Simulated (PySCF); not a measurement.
# [DyF3(NH3)]−: other functionals and bases at one geometry

An exercise on one series of results from a longer session: the logs are not shown, and one member is left open.

Method: several levels, as the steps say, no spin–orbit coupling; program: PySCF 2.14.0.

1 further run of the same task is left out (for a known fault of the program).

## Where the work starts

8 atoms, charge -1, spin multiplicity 1.

Bond lengths: Dy1–F2 2.208 Å, Dy1–F3 2.208 Å, Dy1–F4 2.208 Å, Dy1–N5 2.698 Å, N5–H6 1.018 Å, N5–H7 1.018 Å, N5–H8 1.018 Å. Angles: F2–Dy1–F3 119.7°, F2–Dy1–F4 119.7°, F2–Dy1–N5 93.0°, F3–Dy1–F4 119.7°, F3–Dy1–N5 93.0°, F4–Dy1–N5 93.0°, Dy1–N5–H6 110.8°, Dy1–N5–H7 110.8°, Dy1–N5–H8 110.8°, H6–N5–H7 108.1°, H6–N5–H8 108.1°, H7–N5–H8 108.1°.

Coordinates:

```xyz
8

Dy    0.14684   -0.14684    0.14684
F     1.11413    1.58628    1.11413
F    -1.58628   -1.11413    1.11413
F     1.11413   -1.11413   -1.58628
N    -1.41064    1.41064   -1.41064
H    -2.00794    2.00794   -0.84292
H    -0.84292    2.00794   -2.00794
H    -2.00794    0.84292   -2.00794
```

Formal oxidation states: Dy +2. Each metal's 10 4f electrons lie in its core potential, so multiplicities, spins and levels count the valence alone. An earlier session relaxed this geometry at PBE0, Dy lcecp-0-SVP with ECP56, F def2-SVP, N def2-SVP, H def2-SVP (singlet, point group C3v).

At PBE0 on the finer grid: E = -386.633783 Eh, frontier levels not given, since the 4f levels lie in the core, Mulliken charge on Dy1 +0.63 e, largest force component 0.003 eV/Å. 

Levels to run: TPSSh; M06-L; PBE0, TZVP. Hardware: 2 threads of Arm Neoverse V2, shared host.

Set-up of the first run:

The input, run.py (the lines that set the calculation):

```python
mol = gto.M(atom='''
Dy     0.14684    -0.14684     0.14684
F      1.11413     1.58628     1.11413
F     -1.58628    -1.11413     1.11413
F      1.11413    -1.11413    -1.58628
N     -1.41064     1.41064    -1.41064
H     -2.00794     2.00794    -0.84292
H     -0.84292     2.00794    -2.00794
H     -2.00794     0.84292    -2.00794''',
    basis={'Dy': 'lcecp-0-SVP', 'F': 'def2-SVP', 'N': 'def2-SVP', 'H': 'def2-SVP'},
    ecp={'Dy': 'lcecp-0-SVP'},
    charge=-1, spin=0)
mf = dft.RKS(mol, xc='TPSSH')
mf.grids.atom_grid = (75, 302)  # f atoms: unpruned, at least (60, 302)
mf = mf.density_fit()  # fitting sets: Dy AutoAux, F def2-universal-JKFIT, N def2-universal-JKFIT, H def2-universal-JKFIT
mf.conv_tol = 1e-08; mf.max_cycle = 55
mf.kernel(dm0)  # dm0: the density of the relaxed state
```

Started as:

```sh
$ OMP_NUM_THREADS=2 python run.py
```

Steps of the session up to this table: TPSSh; M06-L; PBE0, TZVP.

One table of the session follows, with a row left open; its other results are not shown here.

| level | charge on Dy1 (e) | dipole (D) | largest force component (eV/Å) |
| --- | --- | --- | --- |
| PBE0 (relaxed here) | 0.63 | 4.56 | 0.00 |
| TPSSh | ? | ? | ? |
| M06-L | 0.76 | 4.39 | 0.18 |
| PBE0, TZVP | 1.14 | 4.32 | 0.24 |

**Question.** Estimate the row for TPSSh.

As computed: charge on Dy1 (e): 0.57; dipole (D): 4.52; largest force component (eV/Å): 0.11. In the column «charge on Dy1 (e)» it is the lowest.

The dipole of a charged species depends on the origin, so these sizes hold for this origin alone.

The largest leftover force, 0.24 eV/Å with PBE0, TZVP, stands at a geometry relaxed at another level. With 4f in the core, its levels are missing from HOMO and gap, and its count is fixed, so no charge can pass from the ligands into it. Total energies of different levels can't be compared.
